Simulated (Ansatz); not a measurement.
InSb3:

```
Sb In
1.0
     4.80637    0.00000    0.00000
     0.00000    4.80637    0.00000
     0.00000    0.00000    4.80637
Sb In
3 1
Direct
  0.50000 0.50000 0.00000
  0.00000 0.50000 0.50000
  0.50000 0.00000 0.50000
  0.00000 0.00000 0.00000
```

The cell comes from a database or a generator and needn't be the stable form of this composition.

* Program: Ansatz 0.2.0
* Task: single point
* Functional: PBEsol
* Potentials or basis: all-electron LAPW, scalar-relativistic
* Cutoff: 155 eV (chosen from the basis error)
* Basis error allowed: 0.001 eV/atom
* k mesh: 6 × 6 × 6
* Occupations: fermi-dirac, width 0.05 eV
* Spin: no spin polarisation

On this cell: pressure -2.7 GPa; largest force zero by symmetry; band gap on the k mesh none (metal or under the smearing width).

The same run follows on a disturbed copy (atoms moved at random, drawn with an rms of 0.05 Å):

```
Sb In
1.0
     4.80637    0.00000    0.00000
     0.00000    4.80637    0.00000
     0.00000    0.00000    4.80637
Sb In
3 1
Direct
  0.51050 0.48869 0.99375
  0.00030 0.50846 0.50419
  0.50096 0.99871 0.50049
  0.99574 0.99724 0.00411
```

What does the disturbed cell give?

The energy (extrapolated to zero smearing) moves by -0.1 meV/atom; pressure -2.6 GPa; largest force 0.078 eV/Å; band gap on the k mesh none (metal or under the smearing width).

Forces on the atoms (eV/Å):
```
Sb  -0.036 -0.031 -0.020
Sb   0.023  0.020  0.007
Sb  -0.063  0.004 -0.005
In   0.076  0.007  0.018
```
